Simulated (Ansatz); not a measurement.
# Cl2F2H2Si2: a ladder of functionals and wavefunction methods

How much do the methods differ for Cl2F2H2Si2? The plan is to run it at one geometry with functionals of several rungs and with coupled cluster. The yardstick is the atomisation energy at the CCSD(T) limit.

The runs use Ansatz 0.2.0, Gaussian basis; functionals in def2-TZVPP, the program's frozen cores in correlated methods.

Levels to be run: PBE-D4, r2SCAN-D4, PBE0-D4, B3LYP-D4, ωB97X-V, ωB97M-V, B2PLYP; CCSD(T)/def2-TZVPP; MP2/def2-QZVPP; extrapolation to the limit.

**1. The geometry**

An earlier PBE0-D4 in a triple-zeta def2 set relaxation fixed the geometry.

8 atoms, charge 0, spin multiplicity 1.

Atoms are counted from 1 here; the program's logs count them from 0.

Bond lengths: F1–Si2 1.587 Å, Si2–F3 1.590 Å, Si2–Si4 2.349 Å, Si2–H7 1.480 Å, Si4–Cl5 2.049 Å, Si4–Cl6 2.043 Å, Si4–H8 1.480 Å. Angles: F1–Si2–F3 107.9°, F1–Si2–Si4 108.4°, F1–Si2–H7 108.2°, F3–Si2–Si4 109.0°, F3–Si2–H7 108.2°, Si4–Si2–H7 114.9°, Si2–Si4–Cl5 107.0°, Si2–Si4–Cl6 109.2°, Si2–Si4–H8 114.2°, Cl5–Si4–Cl6 110.3°, Cl5–Si4–H8 107.8°, Cl6–Si4–H8 108.2°.

**2. PBE-D4 (GGA)**

in.yaml

```yaml
crystal:
  periodic: [false, false, false]
  atoms:
    - {symbol: F, position_ang: [-1.045655, 0.780450, -1.789732]}
    - {symbol: Si, position_ang: [-0.400852, -0.457439, -1.033599]}
    - {symbol: F, position_ang: [-1.548429, -1.529020, -0.785240]}
    - {symbol: Si, position_ang: [0.417355, 0.283016, 1.039527]}
    - {symbol: Cl, position_ang: [2.019210, 1.499750, 0.652075]}
    - {symbol: Cl, position_ang: [-1.049101, 1.326298, 2.006298]}
    - {symbol: H, position_ang: [0.613899, -1.065791, -1.922285]}
    - {symbol: H, position_ang: [0.878373, -0.802764, 1.932957]}
basis:
  gaussian: {orbitals: def2-TZVPP}
hamiltonian: {xc: pbe, dispersion: d4}
output: {forces: true, orbitals: {seedname: orbitals}}
```

Run with:

```bash
$ ansatz run in.yaml --threads 4 --pin off --events-out ev --progress --plain --max-ram 10444MiB
```

The runs that follow: r2SCAN-D4 (meta-GGA); PBE0-D4 (hybrid); B3LYP-D4 (hybrid); ωB97X-V (range-separated); ωB97M-V (range-separated); B2PLYP (double hybrid); CCSD(T) in def2-TZVPP; MP2 in def2-QZVPP.

**Question.** What will the summary of the whole plan be? Wanted: atomisation energy, CCSD(T)/CBS; farthest; mean size of error, hybrid; mean size of error, range-separated; gap, smallest and largest; T1 diagnostic; triples share of the correlation energy.

**Answer**, as computed:

| quantity | value |
| --- | --- |
| atomisation energy, CCSD(T)/CBS | 2862.6 kJ/mol |
| functionals within 14.3 kJ/mol (0.5 %) | PBE-D4, r2SCAN-D4, ωB97X-V, ωB97M-V |
| farthest | B2PLYP (-68.1 kJ/mol) |
| mean size of error, hybrid | 48.4 kJ/mol |
| mean size of error, range-separated | 6.6 kJ/mol |
| gap, smallest and largest | 5.24 eV (PBE-D4), 11.77 eV (ωB97X-V) |
| T1 diagnostic | 0.0112 |
| triples share of the correlation energy | 3.5 % |

**Reading.** PBE-D4 is off by +4.7 kJ/mol. Double hybrids carry the basis error of their MP2 part in triple zeta, and no dispersion term here, so their miss is partly the set-up's. The reference freezes the cores and leaves out relativity and excitations past (T), so misses under about 14.3 kJ/mol can't be ranked. Hartree-Fock recovers 75 % of the binding; the rest is correlation. The gap grows from 5.2 to 11.8 eV across the functionals, mostly with the share of exact exchange.
